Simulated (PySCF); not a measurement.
# Diboron dioxide (B₂O₂): electronic excitations at several levels of theory, part 2 of 2

PySCF 2.14.0. Atoms count from 0. Earlier steps stand in the parts before.

### 10 Ultraviolet spectrum: wB97X-D/def2-SVPD

Job settings and geometry (Å):

```
{"job": {"kind": "uv", "xc": "wB97X-D", "basis": "def2-SVPD", "ip": true}, "charge": 0, "multiplicity": 1}
O     -2.000947    -0.034592    -0.503945
B     -0.813153    -0.011797    -0.341120
B      0.823291     0.017481    -0.116995
O      2.011279     0.038458     0.044700
```

Method: TDDFT wB97X-D/def2-SVPD, vertical, gas phase, core orbitals frozen in the response.

The program printed:

```text
coarse grid: 4344 points
cycle   1  E = -199.6587004040  dE =  5.936e-01  |g| = 1.194e+00  |ddm| = 3.081e+00
cycle   2  E = -198.8318251292  dE =  8.269e-01  |g| = 2.405e+00  |ddm| = 2.629e+00
cycle   3  E = -199.9854613692  dE = -1.154e+00  |g| = 5.594e-02  |ddm| = 1.700e+00
cycle   4  E = -199.9861770393  dE = -7.157e-04  |g| = 1.990e-02  |ddm| = 1.429e-01
cycle   5  E = -199.9862760106  dE = -9.897e-05  |g| = 2.984e-03  |ddm| = 4.957e-02
cycle   6  E = -199.9862789700  dE = -2.959e-06  |g| = 5.768e-04  |ddm| = 1.327e-02
final grid: 44832 points
cycle   7  E = -200.0248333639  dE = -4.501e-05  |g| = 3.312e-03  |ddm| = 5.581e-02
cycle   8  E = -200.0248335399  dE = -1.760e-07  |g| = 3.654e-03  |ddm| = 9.668e-03
cycle   9  E = -200.0248360422  dE = -2.502e-06  |g| = 1.026e-03  |ddm| = 2.986e-03
cycle  10  E = -200.0248362492  dE = -2.070e-07  |g| = 1.261e-04  |ddm| = 1.262e-03
cycle  11  E = -200.0248362534  dE = -4.199e-09  |g| = 1.366e-05  |ddm| = 3.411e-04
cycle  12  E = -200.0248362534  dE = -7.930e-11  |g| = 9.646e-06  |ddm| = 6.032e-05
converged SCF energy = -200.0248362534

Static polarisability (au): isotropic 29.554, principal 22.547 22.547 43.568

Singlet excitations
state   eV       nm        f      main configurations
  1   6.7048    184.9   0.00000   H->L+1 0.46, H-1->L 0.46
  2   6.8781    180.3   0.00000   H-1->L+1 0.36, H->L 0.36, H-1->L 0.13
  3   6.8781    180.3   0.00000   H-1->L 0.36, H->L+1 0.36, H->L 0.13
  4   7.2439    171.2   0.00000   H-2->L+1 0.45, H-3->L 0.45
  5   7.4536    166.3   0.00000   H-2->L 0.45, H-3->L+1 0.45
  6   7.4540    166.3   0.00000   H-3->L 0.45, H-2->L+1 0.45
  7   8.5710    144.7   0.00103   H-4->L+1 0.89, H-4->L 0.08
  8   8.5729    144.6   0.00104   H-4->L 0.89, H-4->L+1 0.08
  9   9.0040    137.7   0.00000   H-5->L 0.96
 10   9.0043    137.7   0.00000   H-5->L+1 0.96

Triplet excitations (Tamm-Dancoff, eV): 5.8214 6.2685 6.2685 6.2755
Vertical ionisation energy (delta-SCF) = 13.7179 eV
Vertical electron affinity (delta-SCF) = 0.2198 eV
```

Run time: 7.5 s. Hardware: 1 thread of Intel Xeon Platinum 8488C, shared host; peak memory 0.36 GiB.

This run: HOMO -13.00 eV, LUMO -0.65 eV; lowest singlet 6.70 eV.

### 11 TDDFT and polarisability: LC-wPBE/def2-SVPD

Job settings and geometry (Å):

```
{"job": {"kind": "uv", "xc": "LC-wPBE", "basis": "def2-SVPD", "ip": true}, "charge": 0, "multiplicity": 1}
O     -2.000947    -0.034592    -0.503945
B     -0.813153    -0.011797    -0.341120
B      0.823291     0.017481    -0.116995
O      2.011279     0.038458     0.044700
```

Level: TDDFT LC-wPBE/def2-SVPD, vertical, gas phase, core orbitals frozen in the response.

The program printed:

```text
coarse grid: 4344 points
cycle   1  E = -199.5714125583  dE =  5.995e-01  |g| = 1.189e+00  |ddm| = 3.007e+00
cycle   2  E = -199.0311018926  dE =  5.403e-01  |g| = 2.131e+00  |ddm| = 2.349e+00
cycle   3  E = -199.8997919127  dE = -8.687e-01  |g| = 5.843e-02  |ddm| = 1.475e+00
cycle   4  E = -199.9007163511  dE = -9.244e-04  |g| = 1.834e-02  |ddm| = 1.443e-01
cycle   5  E = -199.9008152703  dE = -9.892e-05  |g| = 2.817e-03  |ddm| = 5.518e-02
cycle   6  E = -199.9008190633  dE = -3.793e-06  |g| = 3.705e-04  |ddm| = 1.272e-02
final grid: 44832 points
cycle   7  E = -199.9490295848  dE = -2.099e-05  |g| = 6.030e-03  |ddm| = 5.729e-02
cycle   8  E = -199.9490214986  dE =  8.086e-06  |g| = 9.516e-03  |ddm| = 1.035e-02
cycle   9  E = -199.9490375010  dE = -1.600e-05  |g| = 5.246e-04  |ddm| = 6.184e-03
cycle  10  E = -199.9490375903  dE = -8.924e-08  |g| = 4.316e-05  |ddm| = 1.684e-03
cycle  11  E = -199.9490375917  dE = -1.439e-09  |g| = 8.648e-06  |ddm| = 3.007e-04
cycle  12  E = -199.9490375959  dE = -4.251e-09  |g| = 6.924e-06  |ddm| = 3.485e-05
cycle  13  E = -199.9490375917  dE =  4.212e-09  |g| = 1.300e-06  |ddm| = 6.374e-06
cycle  14  E = -199.9490375917  dE = -2.274e-13  |g| = 1.785e-07  |ddm| = 2.430e-06
converged SCF energy = -199.9490375917

Static polarisability (au): isotropic 28.792, principal 22.077 22.077 42.221

Singlet excitations
state   eV       nm        f      main configurations
  1   6.9772    177.7   0.00000   H->L 0.46, H-1->L+1 0.46
  2   7.2217    171.7   0.00000   H-1->L+1 0.46, H->L 0.46
  3   7.2217    171.7   0.00000   H->L+1 0.46, H-1->L 0.46
  4   7.4926    165.5   0.00000   H-2->L 0.45, H-3->L+1 0.45
  5   7.8089    158.8   0.00000   H-3->L+1 0.46, H-2->L 0.46
  6   7.8089    158.8   0.00000   H-2->L+1 0.46, H-3->L 0.46
  7   8.8488    140.1   0.00069   H-4->L+1 0.89
  8   8.8488    140.1   0.00069   H-4->L 0.89
  9   9.3373    132.8   0.00000   H-5->L+1 0.89
 10   9.3374    132.8   0.00000   H-5->L 0.89

Triplet excitations (Tamm-Dancoff, eV): 5.9704 6.3777 6.4075 6.4075
Vertical ionisation energy (delta-SCF) = 14.1567 eV
Vertical electron affinity (delta-SCF) = 0.3568 eV
```

Wall time 12 s (1 thread of Intel Xeon Platinum 8488C, shared host); peak memory 0.36 GiB.

In short: HOMO -14.00 eV, LUMO -0.18 eV; lowest singlet 6.98 eV.

### 12 Ultraviolet spectrum: PBE0/6-31G*

Job settings and geometry (Å):

```
{"job": {"kind": "uv", "xc": "PBE0", "basis": "6-31G*"}, "charge": 0, "multiplicity": 1}
O     -2.000947    -0.034592    -0.503945
B     -0.813153    -0.011797    -0.341120
B      0.823291     0.017481    -0.116995
O      2.011279     0.038458     0.044700
```

Method: TDDFT PBE0/6-31G*, vertical, gas phase, core orbitals frozen in the response.

The program printed:

```text
coarse grid: 4344 points
cycle   1  E = -199.7388020362  dE =  5.802e-01  |g| = 1.136e+00  |ddm| = 2.378e+00
cycle   2  E = -197.9086791958  dE =  1.830e+00  |g| = 3.095e+00  |ddm| = 3.132e+00
cycle   3  E = -200.0208048970  dE = -2.112e+00  |g| = 6.711e-02  |ddm| = 2.464e+00
cycle   4  E = -200.0218005243  dE = -9.956e-04  |g| = 4.174e-02  |ddm| = 1.077e-01
cycle   5  E = -200.0222255282  dE = -4.250e-04  |g| = 9.435e-03  |ddm| = 3.177e-02
cycle   6  E = -200.0222423901  dE = -1.686e-05  |g| = 2.106e-03  |ddm| = 5.603e-03
cycle   7  E = -200.0222432804  dE = -8.903e-07  |g| = 2.006e-04  |ddm| = 1.609e-03
final grid: 44832 points
cycle   8  E = -199.9958208785  dE =  1.013e-05  |g| = 1.419e-02  |ddm| = 1.593e-02
cycle   9  E = -199.9956240441  dE =  1.968e-04  |g| = 3.433e-02  |ddm| = 2.959e-02
cycle  10  E = -199.9958623373  dE = -2.383e-04  |g| = 1.996e-04  |ddm| = 2.140e-02
cycle  11  E = -199.9958623438  dE = -6.497e-09  |g| = 9.277e-05  |ddm| = 2.131e-04
cycle  12  E = -199.9958623449  dE = -1.129e-09  |g| = 5.867e-05  |ddm| = 8.783e-05
cycle  13  E = -199.9958623456  dE = -6.967e-10  |g| = 3.469e-06  |ddm| = 4.127e-05
converged SCF energy = -199.9958623456

Static polarisability (au): isotropic 22.763, principal 15.167 15.167 37.956

Singlet excitations
state   eV       nm        f      main configurations
  1   6.5458    189.4   0.00000   H->L 0.40, H-1->L+1 0.40, H->L+1 0.10
  2   6.7727    183.1   0.00000   H-1->L+1 0.49, H->L 0.49
  3   6.7727    183.1   0.00000   H-1->L 0.49, H->L+1 0.49
  4   7.0786    175.2   0.00000   H-2->L 0.40, H-3->L+1 0.40, H-2->L+1 0.09
  5   7.3478    168.7   0.00000   H-3->L+1 0.49, H-2->L 0.49
  6   7.3478    168.7   0.00000   H-2->L+1 0.49, H-3->L 0.49
  7   8.3345    148.8   0.00109   H-4->L 0.99
  8   8.3345    148.8   0.00109   H-4->L+1 0.99
  9   8.8448    140.2   0.00000   H-5->L 0.98
 10   8.8448    140.2   0.00000   H-5->L+1 0.98

Triplet excitations (Tamm-Dancoff, eV): 5.5918 6.0061 6.0061 6.0066
```

It took 1.5 s on 1 thread of Intel Xeon Platinum 8488C, shared host; peak memory 0.36 GiB.

In short: HOMO -10.70 eV, LUMO -2.04 eV; lowest singlet 6.55 eV.

### 13 Excited states and response: PBE0/def2-SVP

Job settings and geometry (Å):

```
{"job": {"kind": "uv", "xc": "PBE0", "basis": "def2-SVP"}, "charge": 0, "multiplicity": 1}
O     -2.000947    -0.034592    -0.503945
B     -0.813153    -0.011797    -0.341120
B      0.823291     0.017481    -0.116995
O      2.011279     0.038458     0.044700
```

With the program's defaults for keys left out, this is: TDDFT PBE0/def2-SVP, vertical, gas phase, core orbitals frozen in the response.

The program printed:

```text
coarse grid: 4344 points
cycle   1  E = -199.5331978605  dE =  5.457e-01  |g| = 1.118e+00  |ddm| = 2.919e+00
cycle   2  E = -197.7599505107  dE =  1.773e+00  |g| = 3.044e+00  |ddm| = 4.576e+00
cycle   3  E = -199.8073272913  dE = -2.047e+00  |g| = 6.218e-02  |ddm| = 3.682e+00
cycle   4  E = -199.8081986287  dE = -8.713e-04  |g| = 3.911e-02  |ddm| = 1.474e-01
cycle   5  E = -199.8085842645  dE = -3.856e-04  |g| = 8.631e-03  |ddm| = 4.177e-02
cycle   6  E = -199.8085983359  dE = -1.407e-05  |g| = 1.945e-03  |ddm| = 7.589e-03
cycle   7  E = -199.8085990853  dE = -7.494e-07  |g| = 1.957e-04  |ddm| = 2.203e-03
final grid: 44832 points
cycle   8  E = -199.8517705649  dE =  1.223e-05  |g| = 1.517e-02  |ddm| = 2.087e-02
cycle   9  E = -199.8515492982  dE =  2.213e-04  |g| = 3.646e-02  |ddm| = 3.981e-02
cycle  10  E = -199.8518170824  dE = -2.678e-04  |g| = 2.299e-04  |ddm| = 2.951e-02
cycle  11  E = -199.8518170927  dE = -1.034e-08  |g| = 1.433e-04  |ddm| = 5.358e-04
cycle  12  E = -199.8518170963  dE = -3.532e-09  |g| = 7.504e-05  |ddm| = 1.770e-04
cycle  13  E = -199.8518170974  dE = -1.128e-09  |g| = 5.460e-06  |ddm| = 6.407e-05
cycle  14  E = -199.8518170974  dE = -5.514e-12  |g| = 2.270e-07  |ddm| = 9.828e-06
converged SCF energy = -199.8518170974

Static polarisability (au): isotropic 23.064, principal 15.796 15.796 37.600

Singlet excitations
state   eV       nm        f      main configurations
  1   6.5837    188.3   0.00000   H->L 0.45, H-1->L+1 0.45
  2   6.8113    182.0   0.00000   H-1->L+1 0.48, H->L 0.48
  3   6.8113    182.0   0.00000   H->L+1 0.48, H-1->L 0.48
  4   7.1106    174.4   0.00000   H-2->L 0.45, H-3->L+1 0.45
  5   7.3792    168.0   0.00000   H-3->L+1 0.49, H-2->L 0.49
  6   7.3792    168.0   0.00000   H-2->L+1 0.49, H-3->L 0.49
  7   8.3710    148.1   0.00101   H-4->L 0.99
  8   8.3710    148.1   0.00101   H-4->L+1 0.99
  9   8.7946    141.0   0.00000   H-5->L 0.98
 10   8.7946    141.0   0.00000   H-5->L+1 0.98

Triplet excitations (Tamm-Dancoff, eV): 5.6286 6.0409 6.0409 6.0411
```

It took 1.6 s on 1 thread of Intel Xeon Platinum 8488C, shared host; peak memory 0.36 GiB.

Key values: HOMO -10.94 eV, LUMO -2.25 eV; lowest singlet 6.58 eV.

### 14 Excited states and response: PBE0/def2-TZVP

Job settings and geometry (Å):

```
{"job": {"kind": "uv", "xc": "PBE0", "basis": "def2-TZVP"}, "charge": 0, "multiplicity": 1}
O     -2.000947    -0.034592    -0.503945
B     -0.813153    -0.011797    -0.341120
B      0.823291     0.017481    -0.116995
O      2.011279     0.038458     0.044700
```

Level: TDDFT PBE0/def2-TZVP, vertical, gas phase, core orbitals frozen in the response.

The program printed:

```text
coarse grid: 4344 points
cycle   1  E = -199.7968327592  dE =  5.844e-01  |g| = 1.168e+00  |ddm| = 2.328e+00
cycle   2  E = -197.9424736287  dE =  1.854e+00  |g| = 3.163e+00  |ddm| = 3.108e+00
cycle   3  E = -200.0768365211  dE = -2.134e+00  |g| = 8.247e-02  |ddm| = 2.471e+00
cycle   4  E = -200.0782894934  dE = -1.453e-03  |g| = 5.023e-02  |ddm| = 1.293e-01
cycle   5  E = -200.0788826151  dE = -5.931e-04  |g| = 1.105e-02  |ddm| = 3.955e-02
cycle   6  E = -200.0789053582  dE = -2.274e-05  |g| = 2.298e-03  |ddm| = 9.277e-03
cycle   7  E = -200.0789063537  dE = -9.955e-07  |g| = 2.388e-04  |ddm| = 1.662e-03
final grid: 44832 points
cycle   8  E = -200.0797364333  dE = -6.328e-06  |g| = 1.577e-02  |ddm| = 5.751e-02
cycle   9  E = -200.0795185088  dE =  2.179e-04  |g| = 3.739e-02  |ddm| = 2.658e-02
cycle  10  E = -200.0797814877  dE = -2.630e-04  |g| = 5.149e-04  |ddm| = 1.962e-02
cycle  11  E = -200.0797815482  dE = -6.043e-08  |g| = 1.292e-04  |ddm| = 4.372e-04
cycle  12  E = -200.0797815509  dE = -2.750e-09  |g| = 7.094e-05  |ddm| = 1.270e-04
cycle  13  E = -200.0797815518  dE = -8.396e-10  |g| = 2.353e-05  |ddm| = 4.891e-05
converged SCF energy = -200.0797815518

Static polarisability (au): isotropic 28.166, principal 20.508 20.508 43.482

Singlet excitations
state   eV       nm        f      main configurations
  1   6.4639    191.8   0.00000   H->L 0.44, H-1->L+1 0.44
  2   6.6616    186.1   0.00000   H-1->L+1 0.30, H->L 0.30, H-1->L 0.19
  3   6.6616    186.1   0.00000   H->L+1 0.30, H-1->L 0.30, H-1->L+1 0.19
  4   6.9954    177.2   0.00000   H-2->L 0.41, H-3->L+1 0.41
  5   7.2312    171.5   0.00000   H-3->L+1 0.36, H-2->L 0.36, H-3->L 0.13
  6   7.2312    171.5   0.00000   H-2->L+1 0.36, H-3->L 0.36, H-3->L+1 0.13
  7   8.2138    150.9   0.00064   H-4->L 0.98
  8   8.2138    150.9   0.00064   H-4->L+1 0.98
  9   8.6887    142.7   0.00000   H-5->L 0.96
 10   8.6887    142.7   0.00000   H-5->L+1 0.96

Triplet excitations (Tamm-Dancoff, eV): 5.5590 5.9432 5.9432 5.9727
```

Wall time 3.4 s (1 thread of Intel Xeon Platinum 8488C, shared host); peak memory 0.42 GiB.

Key values: HOMO -10.98 eV, LUMO -2.45 eV; lowest singlet 6.46 eV.

### 15 Comparing the runs: electronic excitations

Excitations and ground-state properties, with basis size and wall time:

```
                run  lowest singlet (eV)  brightest (eV)      f  gap (eV)  α (Å³)  μ (D)  functions   time
       HF/def2-SVPD                 7.01           10.53  0.923     15.65    3.95   0.01         86  1.2 s
      LDA/def2-SVPD                 6.15            7.40  0.002      6.15    4.62   0.00         86  8.2 s
      PBE/def2-SVPD                 6.13            7.44  0.002      6.13    4.65   0.00         86  9.8 s
    B3LYP/def2-SVPD                 6.41            8.12  0.002      8.05    4.46   0.00         86  7.9 s
     PBE0/def2-SVPD                 6.49            8.26  0.001      8.55    4.39   0.00         86  7.2 s
BHandHLYP/def2-SVPD                 6.71            8.93  0.001     10.94    4.21   0.01         86  8.1 s
CAM-B3LYP/def2-SVPD                 6.68            8.57  0.001     11.16    4.37   0.00         86  9.2 s
  wB97X-D/def2-SVPD                 6.70            8.57  0.001     12.34    4.38   0.00         86  7.5 s
  LC-wPBE/def2-SVPD                 6.98            8.85  0.001     13.81    4.27   0.00         86   12 s
        PBE0/6-31G*                 6.55            8.33  0.001      8.66    3.37   0.00         56  1.5 s
      PBE0/def2-SVP                 6.58            8.37  0.001      8.69    3.42   0.00         56  1.6 s
     PBE0/def2-TZVP                 6.46            8.21  0.001      8.53    4.17   0.00        124  3.4 s
```

Measured dipole: 0.00 D (gas; NIST CCCBDB Release 22 (SRD 101), experimental dipoles).

### 16 Summary of results

What follows sums up all 2 parts.

| quantity | value |
| --- | --- |
| point group | D∞h |
| rotational constants (main isotopes) | 3.46, 3.46 GHz |
| lowest singlet (HF/def2-SVPD) | 7.01 eV (177 nm), f = 0.000 |
| brightest single state of those computed | state 9, 10.53 eV, f = 0.923 |
| lowest triplet | 5.87 eV |
| range of the lowest singlet | 6.13 to 7.01 eV |

Single values in the summary come from the first run of each kind that ended normally (HF/def2-SVPD), which need not be the best level. Over 2 steps the energy fell by 0.025 eV; of the close pairs, B1–B2 changed most, 1.619 to 1.652 Å. No frequency check was run at this level, so the end point may be a saddle. The lowest singlet, at 7.01 eV, is HOMO−1→LUMO 0.40, HOMO→LUMO+1 0.40 and is dark; of the 10 states computed, the strongest absorption comes from state 9 at 10.53 eV. The lowest triplet lies 1.13 eV below the lowest singlet (triplets in Tamm-Dancoff, singlets in full TDDFT). The dipole moment, 0.01 D, compares with 0.00 D measured. The lowest singlet runs from 6.13 eV (PBE/def2-SVPD) to 7.01 eV (HF/def2-SVPD), while the orbital gap spans 6.13 to 15.65 eV. The lowest state need not be the same one in every run. The runs solved for a few states only, so the brightest column depends on that window.
